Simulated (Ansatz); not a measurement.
# C₂H₉NSSi: one species, many methods

The task here is to estimate one member of a computed series from the others.

The runs use Ansatz 0.2.0, Gaussian basis; functionals in def2-TZVPP, the program's frozen cores in correlated methods.

Levels to be run: PBE-D4, r2SCAN-D4, PBE0-D4, B3LYP-D4, ωB97X-V, ωB97M-V, B2PLYP; CCSD(T)/def2-TZVPP; MP2/def2-QZVPP; extrapolation to the limit.

## Structure used throughout

An earlier PBE0-D4 in a triple-zeta def2 set relaxation fixed the geometry.

SMILES `C[SiH](N)CS`, 14 atoms, charge 0, spin multiplicity 1.

Atoms are counted from 1 here; the program's logs count them from 0.

Bond lengths: C1–Si2 1.861 Å, C1–H6 1.093 Å, C1–H7 1.093 Å, C1–H8 1.092 Å, Si2–N3 1.727 Å, Si2–C4 1.879 Å, Si2–H9 1.497 Å, N3–H10 1.008 Å, N3–H11 1.007 Å, C4–S5 1.812 Å, C4–H12 1.093 Å, C4–H13 1.094 Å, S5–H14 1.346 Å. Angles: Si2–C1–H6 110.5°, Si2–C1–H7 111.3°, Si2–C1–H8 110.6°, H6–C1–H7 107.6°, H6–C1–H8 108.1°, H7–C1–H8 108.7°, C1–Si2–N3 108.0°, C1–Si2–C4 111.7°, C1–Si2–H9 109.9°, N3–Si2–C4 107.8°, N3–Si2–H9 113.2°, C4–Si2–H9 106.3°, Si2–N3–H10 120.4°, Si2–N3–H11 119.1°, H10–N3–H11 110.4°, Si2–C4–S5 111.9°, Si2–C4–H12 111.6°, Si2–C4–H13 108.8° and more.

Set-up of the first run:

in.yaml reads:

```yaml
crystal:
  periodic: [false, false, false]
  atoms:
    - {symbol: C, position_ang: [-1.564308, 0.839028, -0.106982]}
    - {symbol: Si, position_ang: [-0.174259, -0.310352, -0.564507]}
    - {symbol: N, position_ang: [-0.187544, -1.631292, 0.547274]}
    - {symbol: C, position_ang: [1.498664, 0.534080, -0.432654]}
    - {symbol: S, position_ang: [1.864591, 1.046874, 1.266283]}
    - {symbol: H, position_ang: [-1.599660, 1.687978, -0.794120]}
    - {symbol: H, position_ang: [-2.531143, 0.331613, -0.157204]}
    - {symbol: H, position_ang: [-1.424126, 1.227203, 0.904165]}
    - {symbol: H, position_ang: [-0.317219, -0.739450, -1.991337]}
    - {symbol: H, position_ang: [0.406857, -2.431147, 0.396829]}
    - {symbol: H, position_ang: [-1.061581, -1.915402, 0.959440]}
    - {symbol: H, position_ang: [2.300863, -0.098011, -0.823283]}
    - {symbol: H, position_ang: [1.483911, 1.443676, -1.039437]}
    - {symbol: H, position_ang: [1.291955, -0.014001, 1.864534]}
basis:
  gaussian: {orbitals: def2-TZVPP}
hamiltonian: {xc: pbe, dispersion: d4}
output: {forces: true, orbitals: {seedname: orbitals}}
```

Launch:

```console
$ ansatz run in.yaml --threads 4 --pin off --events-out ev --progress --plain --max-ram 10444MiB
```

Among the steps run: PBE-D4 (GGA); r2SCAN-D4 (meta-GGA); PBE0-D4 (hybrid); B3LYP-D4 (hybrid); ωB97X-V (range-separated); ωB97M-V (range-separated); B2PLYP (double hybrid); CCSD(T) in def2-TZVPP; MP2 in def2-QZVPP.

One table of the session follows, with a row left open; its other results are not shown here.

```
            method  atomisation energy (kcal/mol)
            PBE-D4                         1200.5
         r2SCAN-D4                         1185.7
           PBE0-D4                         1186.3
          B3LYP-D4                         1187.1
           ωB97X-V                         1191.9
           ωB97M-V                         1192.4
            B2PLYP                         1171.0
     HF/def2-TZVPP                          863.8
    MP2/def2-TZVPP                              ?
   CCSD/def2-TZVPP                         1139.0
CCSD(T)/def2-TZVPP                         1154.4
           MP2/CBS                         1195.0
       CCSD(T)/CBS                         1186.8
```

Q: Estimate the row for MP2/def2-TZVPP from the others.

**Answer.** atomisation energy (kcal/mol): 1162.5. In the column «atomisation energy (kcal/mol)» it lies between CCSD(T)/def2-TZVPP (1154.4) and B2PLYP (1171.0).

Limits of these values: Free atoms (2 C, 1 Si, 1 N, 1 S, 9 H) were run apart at each level; the atomisation energy is their sum less the molecule, without zero-point or spin-orbit terms.
